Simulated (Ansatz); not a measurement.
# BClH2O2Si: the cost of one run

All numbers below are computed with Ansatz 0.2.0 (RKS B3LYP-D4/6-31G*).

### 1 The system as given

Bond lengths: O1–Si2 1.718 Å, Si2–O3 1.654 Å, Si2–B4 2.057 Å, O3–B4 1.526 Å, B4–Cl5 1.823 Å, O1–H6 1.068 Å, Si2–H7 1.439 Å. Angles: O1–Si2–O3 107.7°, O1–Si2–B4 111.2°, O1–Si2–H7 119.2°, O3–Si2–B4 47.0°, O3–Si2–H7 106.6°, B4–Si2–H7 128.9°, Si2–O1–H6 101.6°, Si2–O3–B4 80.5°, Si2–B4–O3 52.5°, Si2–B4–Cl5 138.4°, O3–B4–Cl5 145.5°.

As a file:

```xyz
7

O    -0.1761    0.7987    1.6413
Si   -0.5336    0.0450    0.1396
O     0.2884   -1.3899    0.0873
B     1.1850   -0.5529   -0.8204
Cl    1.9403   -0.4172   -2.4738
H    -0.7401    1.7028    1.5685
H    -1.9027   -0.2544   -0.1882
```

### 2 End point A

File input.yaml:

```yaml
crystal:
  periodic: [false, false, false]
  atoms:
    - { symbol: O, position_ang: [-0.1761, 0.7987, 1.6413] }
    - { symbol: Si, position_ang: [-0.5336, 0.045, 0.1396] }
    - { symbol: O, position_ang: [0.2884, -1.3899, 0.0873] }
    - { symbol: B, position_ang: [1.185, -0.5529, -0.8204] }
    - { symbol: Cl, position_ang: [1.9403, -0.4172, -2.4738] }
    - { symbol: H, position_ang: [-0.7401, 1.7028, 1.5685] }
    - { symbol: H, position_ang: [-1.9027, -0.2544, -0.1882] }
basis:
  gaussian: { orbitals: "6-31G*" }
hamiltonian:
  xc: b3lyp
  dispersion: d4
relax:
  f_tol: 0.015
  max_steps: 40
```

Started as:

```console
$ ansatz run input.yaml --threads 1 --pin off --max-ram 2048MiB --backend cpu --events-out ev --progress --plain --runs-dir out
```

**Question.** How long does this run take on 1 thread of Arm Neoverse V1, shared host, and how much memory does it need?

About 85 s, with a peak of 0.17 GiB.
